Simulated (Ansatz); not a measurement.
A first try at an all-electron equation of state of SrMg, space group Pm-3m, using the Ansatz DFT code, driven from Python.

The script, `eos_lapw.py`:
```python
"""All-electron equation of state of SrMg."""

import ansatz as az
from ase.eos import EquationOfState
from ase.units import GPa
import numpy as np

params = {
    "occupations": "Fermi-Dirac",
    "max_iterations": 60,
}

VECTORS = np.array([
    [2.93322268, 0.0, 0.0],
    [0.0, 2.93322268, 0.0],
    [0.0, 0.0, 2.93322268],
])
SITES = [
    ("Sr", [0.5, 0.5, 0.5]),
    ("Mg", [0.0, 0.0, 0.0]),
]


def on_lattice(cell):
    crystal = az.Crystal(lattice=az.Lattice.of(cell))
    for symbol, position in SITES:
        crystal = crystal.atom(symbol, position)
    return crystal

volumes, energies = [], []
for scale in np.linspace(0.94, 1.06, 5):
    cell = VECTORS * scale ** (1 / 3)
    calculation = (
        on_lattice(cell).calculation()
        .kpoints(10)
        .functional(az.Functional.PBESOL)
        .occupations(params["occupations"], width=100 * az.meV)  # fractional filling near the Fermi level
        .scf(max_iterations=params["max_iterations"])
        .pseudopotentials("all_electron", lapw=True)
    )
    r = calculation.run(threads=1).report
    volumes.append(abs(np.linalg.det(cell)) / len(SITES))
    energies.append(r["free_energy_ev"] / len(SITES))
    print(f"{scale:.3f} {volumes[-1]:9.4f} A^3/atom {energies[-1]:16.5f} eV/atom  (estimated basis error {1000 * r['lapw_basis_errors']['total_ev_per_atom']:.2f} meV/atom)")
v0, e0, bulk = EquationOfState(volumes, energies, eos="birchmurnaghan").fit()
print(f"V0 = {v0:.4f} A^3/atom, B0 = {bulk / GPa:.1f} GPa")
```

```console
$ python eos_lapw.py
0.940   11.8613 A^3/atom     -45948.88186 eV/atom  (estimated basis error 0.09 meV/atom)
0.970   12.2399 A^3/atom     -45949.18826 eV/atom  (estimated basis error 0.09 meV/atom)
1.000   12.6184 A^3/atom     -45949.47192 eV/atom  (estimated basis error 0.09 meV/atom)
1.030   12.9970 A^3/atom     -45949.73560 eV/atom  (estimated basis error 0.09 meV/atom)
1.060   13.3755 A^3/atom     -45949.98145 eV/atom  (estimated basis error 0.09 meV/atom)
Traceback (most recent call last):
  File "eos_lapw.py", line 45, in <module>
    v0, e0, bulk = EquationOfState(volumes, energies, eos="birchmurnaghan").fit()
                   ~~~~~~~~~~~~~~~~~~~~~~~~~~~~~~~~~~~~~~~~~~~~~~~~~~~~~~~~~~~~^^
  ...
RuntimeError: Optimal parameters not found: Number of calls to function has reached maxfev = 1000.
```
(Library frames cut from the traceback.)

Find the fault and give the corrected script.

The fault: the cell is far too small. The change:

```diff
--- before
+++ after
@@ -10,2 +10,3 @@
     "max_iterations": 60,
+    "mesh": (7, 7, 7),
 }
@@ -13,5 +14,5 @@
 VECTORS = np.array([
-    [2.93322268, 0.0, 0.0],
-    [0.0, 2.93322268, 0.0],
-    [0.0, 0.0, 2.93322268],
+    [4.19031811, 0.0, 0.0],
+    [0.0, 4.19031811, 0.0],
+    [0.0, 0.0, 4.19031811],
 ])
@@ -34,3 +35,2 @@
         on_lattice(cell).calculation()
-        .kpoints(10)
         .functional(az.Functional.PBESOL)
@@ -38,2 +38,3 @@
         .scf(max_iterations=params["max_iterations"])
+        .kpoints(*params["mesh"])
         .pseudopotentials("all_electron", lapw=True)
```

With that change:

```console
$ python eos_lapw.py
0.940   34.5811 A^3/atom     -45953.45286 eV/atom  (estimated basis error 0.08 meV/atom)
0.970   35.6848 A^3/atom     -45953.45395 eV/atom  (estimated basis error 0.08 meV/atom)
1.000   36.7884 A^3/atom     -45953.45071 eV/atom  (estimated basis error 0.08 meV/atom)
1.030   37.8921 A^3/atom     -45953.44371 eV/atom  (estimated basis error 0.08 meV/atom)
1.060   38.9957 A^3/atom     -45953.43347 eV/atom  (estimated basis error 0.08 meV/atom)
V0 = 35.3858 A^3/atom, B0 = 21.0 GPa
```

Notes:
- All-electron totals depend on functional, relativistic treatment and basis; only differences at equal settings carry meaning.
- For a metal this k-point mesh is coarse: on a finer one energies can move by several to tens of meV an atom and pressures by half a GPa or more, differences at one mesh by less.
- This cell is a computed structure, which may not be the phase found in nature.
- It ran for 18 s on 1 thread of Arm Neoverse V1, with other jobs on the host, peak memory 0.33 GiB.
